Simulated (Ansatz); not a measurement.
Write a Python script for Ansatz's Python interface that makes a charge-density difference against the sublattices of Sr3Mg, space group Pm-3m. Use (first run): LDA, PAW, cutoff 460 eV, 4×4×4 k-points, cold smearing of 0.15 eV.

```yaml
crystal:
  lattice:
    - [5.65022, 0.00000, 0.00000]
    - [0.00000, 5.65022, 0.00000]
    - [0.00000, 0.00000, 5.65022]
  atoms:
    - { symbol: Sr, position: [0.50000, 0.50000, 0.00000] }
    - { symbol: Sr, position: [0.50000, 0.00000, 0.50000] }
    - { symbol: Sr, position: [0.00000, 0.50000, 0.50000] }
    - { symbol: Mg, position: [0.00000, 0.00000, 0.00000] }
```

The script, `drho.py`:
```python
"""Density difference of Sr3Mg against its sublattices."""

import ansatz as az
import numpy as np

vectors0 = np.array([
    [5.65022, 0.0, 0.0],
    [0.0, 5.65022, 0.0],
    [0.0, 0.0, 5.65022],
])
sites = [
    ("Sr", (0.5, 0.5, 0.0)),
    ("Sr", (0.5, 0.0, 0.5)),
    ("Sr", (0.0, 0.5, 0.5)),
    ("Mg", (0.0, 0.0, 0.0)),
]


def build(cell):
    crystal = az.Crystal(lattice=az.Lattice.of(cell))
    for symbol, position in sites:
        crystal = crystal.atom(symbol, position)
    return crystal


def main() -> None:
    # same cell, cutoff and mesh for the crystal and its parts
    def solve(crystal):
        return (
            crystal.calculation()
            .functional("LDA")
            .occupations("cold", width=0.15)
            .scf(tolerance=1e-09)
            .basis(460, grid_basis="typed")
            .kpoints(4, 4, 4)
            .density()
            .run(threads=1)
        )


    whole = solve(build(vectors0))
    difference = whole.density().channels[0].density_e_per_ang3.copy()
    binding = whole.report["free_energy_ev"]
    for element in ["Sr", "Mg"]:
        part = az.Crystal(lattice=az.Lattice.of(vectors0))
        for symbol, position in sites:
            if symbol == element:
                part = part.atom(symbol, position)
        alone = solve(part)
        difference -= alone.density().channels[0].density_e_per_ang3
        binding -= alone.report["free_energy_ev"]
        print(f"{element} sublattice: {alone.report['n_electrons']:g} electrons, {alone.report['n_iterations']} iterations")

    voxel = abs(np.linalg.det(vectors0)) / difference.size
    print(f"energy of the crystal less its unpolarised sublattices: {binding / len(sites):.4f} eV/atom")
    print(f"net charge of the difference {difference.sum() * voxel:.5f} e, charge rearranged {0.5 * np.abs(difference).sum() * voxel:.3f} e")
    print(f"extremes {difference.min():.4f} and {difference.max():.4f} e/A^3")
    for (symbol, position) in sites:
        index = tuple(int(round(p * n)) % n for p, n in zip(position, difference.shape))
        print(f"  change of the pseudo-density at the grid point nearest {symbol}: {difference[index]:+.4f} e/A^3")


if __name__ == "__main__":
    main()
```

`python drho.py` gives:
```text
Sr sublattice: 30 electrons, 8 iterations
Mg sublattice: 10 electrons, 6 iterations
energy of the crystal less its unpolarised sublattices: -0.6721 eV/atom
net charge of the difference -0.00000 e, charge rearranged 0.330 e
extremes -0.0220 and 0.0075 e/A^3
  change of the pseudo-density at the grid point nearest Sr: -0.0135 e/A^3
  change of the pseudo-density at the grid point nearest Sr: -0.0135 e/A^3
  change of the pseudo-density at the grid point nearest Sr: -0.0135 e/A^3
  change of the pseudo-density at the grid point nearest Mg: -0.0184 e/A^3
```

Caveats:
- The fields are valence quantities on the plane-wave grid; their values near the nuclei depend on the potentials.
- The structure comes from a database of computed cells and needn't be a stable or known phase.
- Charge moved counts every rearrangement, bonding and polarisation too, and is no transfer between atoms; the bare sublattices are artificial references. Values near the nuclei depend on the potentials.
- Run time: 5 s on 1 thread of Arm Neoverse V2 (shared host), peak memory 0.41 GiB.
